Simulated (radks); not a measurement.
# Hf⁴⁺ in [Kr] 4d10 4f14 5s1 5p6 6s1: an all-electron calculation

Wanted: eigenvalues, radial structure and energy terms of the hafnium ion Hf4+.

Program: radks (a radial shooting solver on a logarithmic mesh, Libxc functionals) version 1. Level of theory: Dirac Kohn-Sham, BP86, spin-unpolarised, spherical densities, point nucleus. These are calculated values, not measurements, unless marked.

## 1. The atom as given

```
element       : hafnium (Z = 72)
charge        : +4
electrons     : 68
configuration : [Kr] 4d10 4f14 5s1 5p6 6s1
```

Outer shells as boxes (Hund's rule):

Hf⁴⁺
```
[Kr] core
4d [↑↓][↑↓][↑↓][↑↓][↑↓]
4f [↑↓][↑↓][↑↓][↑↓][↑↓][↑↓][↑↓]
5s [↑ ]
5p [↑↓][↑↓][↑↓]
6s [↑ ]
```

## 2. The calculation

Settings of this run:

```text
Z 72
configuration [Kr] 4d10 4f14 5s1 5p6 6s1
relativity Dirac
functional b88,p86
spin unpolarised
j_filling average
nucleus point
c 137.035999084
```

What does the calculation give?

As calculated:

| quantity | value |
| --- | --- |
| total energy | -15094.0224 hartree |
| exchange-correlation share of it | 2.05 % |
| −T/E | 1.1188 |
| highest occupied level | 6s1/2, -37.976 eV |
| most extended occupied level | 6s1/2, <r> = 2.52 bohr |
| radius at density 0.001 e/bohr³ | 3.64 bohr |
| maxima of the radial density | 4 |

**Reading.** The radial density shows 4 maxima for 6 occupied principal shells; where shells overlap, one shows as a shoulder or not at all. Relativity lifts −T/E to 1.119. This is not the tabulated ground configuration, so its levels and sizes aren't those of the ground state, and no measured value stands beside it.
